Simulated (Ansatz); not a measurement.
# H₄MoN₂O₂: small, medium and large basis sets

The task here is to estimate one member of a computed series from the others.

The runs use Ansatz 0.2.0, Gaussian basis; one geometry, several basis sets.

Levels to be run: PBE0-D4/def2-SVP; ωB97M-V/def2-SVP; PBE0-D4/def2-QZVPP; ωB97M-V/def2-QZVPP; the functionals' def2-TZVPP values are taken from earlier runs.

1 further run of the same task is left out (for a known fault of the program).

**The geometry**

All runs share one geometry, relaxed beforehand with PBE0-D4 in a triple-zeta def2 set. Mo takes the def2 core potential; no spin-orbit term is included.

SMILES `[NH2][Mo]([NH2])(=[O])=[O]`, 9 atoms, charge 0, spin multiplicity 1.

Atoms are counted from 1 here; the program's logs count them from 0.

Bond lengths: N1–Mo2 1.932 Å, N1–H6 1.008 Å, N1–H7 1.008 Å, Mo2–N3 1.932 Å, Mo2–O4 1.683 Å, Mo2–O5 1.683 Å, N3–H8 1.008 Å, N3–H9 1.008 Å. Angles: Mo2–N1–H6 123.9°, Mo2–N1–H7 123.9°, H6–N1–H7 111.9°, N1–Mo2–N3 111.3°, N1–Mo2–O4 107.9°, N1–Mo2–O5 107.8°, N3–Mo2–O4 107.8°, N3–Mo2–O5 107.9°, O4–Mo2–O5 114.2°, Mo2–N3–H8 123.9°, Mo2–N3–H9 123.9°, H8–N3–H9 111.9°.

Geometry (Å):

```tsv
atom	x (Å)	y (Å)	z (Å)
N1	-0.4878	1.4684	0.5907
Mo2	0.5934	0.0940	-0.2304
N3	-0.3362	-1.5990	-0.2708
O4	0.8941	0.5552	-1.8207
O5	1.9786	-0.1000	0.7055
H6	-1.0811	2.0998	0.0748
H7	-0.4387	1.7132	1.5676
H8	-0.8808	-1.9223	-1.0553
H9	-0.2413	-2.3093	0.4386
```

Set-up of the first run:

in.yaml

```yaml
crystal:
  periodic: [false, false, false]
  atoms:
    - {symbol: N, position_ang: [-0.487828, 1.468444, 0.590692]}
    - {symbol: Mo, position_ang: [0.593369, 0.094014, -0.230351]}
    - {symbol: N, position_ang: [-0.336241, -1.599014, -0.270775]}
    - {symbol: O, position_ang: [0.894066, 0.555182, -1.820664]}
    - {symbol: O, position_ang: [1.978575, -0.100028, 0.705461]}
    - {symbol: H, position_ang: [-1.081087, 2.099764, 0.074828]}
    - {symbol: H, position_ang: [-0.438662, 1.713214, 1.567579]}
    - {symbol: H, position_ang: [-0.880845, -1.922300, -1.055332]}
    - {symbol: H, position_ang: [-0.241338, -2.309277, 0.438562]}
basis:
  gaussian: {orbitals: def2-SVP}
hamiltonian: {xc: pbe0, dispersion: d4}
output: {orbitals: {seedname: orbitals}}
```

Run with:

```bash
$ ansatz run in.yaml --threads 4 --pin off --events-out ev --progress --plain --max-ram 10444MiB
```

Steps of the session up to this table: PBE0-D4 in def2-SVP; ωB97M-V in def2-SVP; PBE0-D4 in def2-QZVPP; ωB97M-V in def2-QZVPP.

One of the session's tables, all rows but one given; the rest of the session is left out.

It belongs to the step «Density functionals: the series». 

| functional | basis | HOMO (eV) | LUMO (eV) |
| --- | --- | --- | --- |
| PBE0-D4 | def2-SVP | -7.55 | -1.70 |
| PBE0-D4 | def2-TZVPP | -7.68 | -1.76 |
| PBE0-D4 | def2-QZVPP | -7.72 | -1.79 |
| ωB97M-V | def2-SVP | ? | ? |
| ωB97M-V | def2-TZVPP | -9.93 | 0.45 |
| ωB97M-V | def2-QZVPP | -9.97 | 0.33 |

Q: Estimate the row for ωB97M-V, def2-SVP from the others.

**Answer.** HOMO (eV): -9.78; LUMO (eV): 0.53. In the column «HOMO (eV)» it lies between ωB97M-V, def2-TZVPP (-9.93) and PBE0-D4, def2-QZVPP (-7.72).
